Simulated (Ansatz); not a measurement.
# Na3SbF6: the cost of one run

Program: Ansatz 0.2.0. Level of theory: DFT PBE, scalar-relativistic, plane waves, PAW. These are calculated values, not measurements.

## 1. The system as given

Symmetry: Fm-3m, No. 225, cubic system. Conventional cell: a = 8.809 Å, b = 8.809 Å, c = 8.809 Å, α = 90.00°, β = 90.00°, γ = 90.00°. Na (site symmetry -43m) has 12 F at 3.11 Å as nearest neighbours. Around Na (site symmetry m-3m) lie 6 F at 2.23 Å. Around Sb (site symmetry m-3m) lie 6 F at 2.18 Å. F (site symmetry 4mm) has 1 Sb at 2.18 Å and 5 Na at 2.23 to 3.11 Å as nearest neighbours.

Structure file:

```cif
data_structure
_symmetry_space_group_name_H-M 'P 1'
_symmetry_Int_Tables_number 1
_cell_length_a 6.2289
_cell_length_b 6.2289
_cell_length_c 6.2289
_cell_angle_alpha 60.000
_cell_angle_beta 60.000
_cell_angle_gamma 60.000
_cell_volume 170.89
loop_
_atom_site_label
_atom_site_type_symbol
_atom_site_fract_x
_atom_site_fract_y
_atom_site_fract_z
_atom_site_occupancy
Na1 Na 0.75000 0.75000 0.75000 1
Na2 Na 0.25000 0.25000 0.25000 1
Na3 Na 0.50000 0.50000 0.50000 1
Sb1 Sb 0.00000 0.00000 0.00000 1
F1 F 0.75265 0.24735 0.24735 1
F2 F 0.24735 0.24735 0.75265 1
F3 F 0.24735 0.75265 0.75265 1
F4 F 0.24735 0.75265 0.24735 1
F5 F 0.75265 0.24735 0.75265 1
F6 F 0.75265 0.75265 0.24735 1
```

(A quick probe on a coarse mesh, which set the mesh and smearing, is not shown.)

## 3. Relaxing cell and atoms

Contents of input.yaml:

```yaml
crystal:
  lattice:
    - [0.0, 4.404484, 4.404484]
    - [4.404484, 0.0, 4.404484]
    - [4.404484, 4.404484, 0.0]
  atoms:
    - { symbol: Na, position: [0.75, 0.75, 0.75] }
    - { symbol: Na, position: [0.25, 0.25, 0.25] }
    - { symbol: Na, position: [0.5, 0.5, 0.5] }
    - { symbol: Sb, position: [0.0, 0.0, 0.0] }
    - { symbol: F, position: [0.75265, 0.24735, 0.24735] }
    - { symbol: F, position: [0.24735, 0.24735, 0.75265] }
    - { symbol: F, position: [0.24735, 0.75265, 0.75265] }
    - { symbol: F, position: [0.24735, 0.75265, 0.24735] }
    - { symbol: F, position: [0.75265, 0.24735, 0.75265] }
    - { symbol: F, position: [0.75265, 0.75265, 0.24735] }
basis:
  ecutwfc: 420
kpoints:
  mp_grid: { grid: [6, 6, 6] }
hamiltonian:
  xc: pbe
scf:
  occupations: { method: gaussian, width: 0.02 }
output:
  forces: true
  stress: true
  eigenvalues: true
relax:
  adjacent_minimum: "off"
  f_tol: 0.01
  max_steps: 80
  cell: { stress_tol: 0.05 }
```

The run is started by

```bash
$ ansatz run input.yaml --threads 1 --pin off --max-ram 2560MiB --backend cpu --events-out ev --progress --plain --runs-dir out
```

**Question.** How long does this run take on 1 thread of Arm Neoverse V1, shared host, and how much memory does it need?

About 32 s, with a peak of 0.47 GiB.
